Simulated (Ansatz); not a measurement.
# HC16: the cost of one run

Method: DFT LDA, plane waves, PAW, scalar-relativistic, no spin polarisation, in Ansatz 0.2.0.

1 further run of the same task is left out (it didn't finish).

### Step 1. The system as given

The cell holds 17 atoms (C16H): a = 5.049 Å, b = 5.049 Å, c = 5.049 Å, α = 60.00°, β = 60.00°, γ = 60.00°.

Its coordinates follow in the input file.

### Step 2. End point A

The input, input.yaml:

```yaml
crystal:
  lattice:
    - [0.0, 3.57, 3.57]
    - [3.57, 0.0, 3.57]
    - [3.57, 3.57, 0.0]
  atoms:
    - { symbol: C, position: [0.0, 0.0, 0.0] }
    - { symbol: C, position: [0.125, 0.125, 0.125] }
    - { symbol: C, position: [0.0, 0.0, 0.5] }
    - { symbol: C, position: [0.125, 0.125, 0.625] }
    - { symbol: C, position: [0.0, 0.5, 0.0] }
    - { symbol: C, position: [0.125, 0.625, 0.125] }
    - { symbol: C, position: [0.0, 0.5, 0.5] }
    - { symbol: C, position: [0.125, 0.625, 0.625] }
    - { symbol: C, position: [0.5, 0.0, 0.0] }
    - { symbol: C, position: [0.625, 0.125, 0.125] }
    - { symbol: C, position: [0.5, 0.0, 0.5] }
    - { symbol: C, position: [0.625, 0.125, 0.625] }
    - { symbol: C, position: [0.5, 0.5, 0.0] }
    - { symbol: C, position: [0.625, 0.625, 0.125] }
    - { symbol: C, position: [0.5, 0.5, 0.5] }
    - { symbol: C, position: [0.625, 0.625, 0.625] }
    - { symbol: H, position: [0.3714718, 0.3748068, 0.3668468] }
total_charge: 1
basis:
  ecutwfc: 420.0
kpoints:
  mp_grid: { grid: [3, 3, 3] }
hamiltonian:
  xc: lda
  pseudopotentials: { kind: paw, azcp: { folder: soft_1 } }
scf:
  occupations: { method: fermi_dirac, width: 0.02 }
  lower_state_search: "off"
relax:
  f_tol: 0.03
  max_steps: 60
  adjacent_minimum: "off"
```

Run with:

```sh
ansatz run input.yaml --threads 1 --pin off --max-ram 3072MiB --backend cpu --events-out ev --progress --plain --runs-dir out
```

Q: Estimate wall time and peak memory on 1 thread of Arm Neoverse V2, shared host.

About 36 s, with a peak of 0.3 GiB.
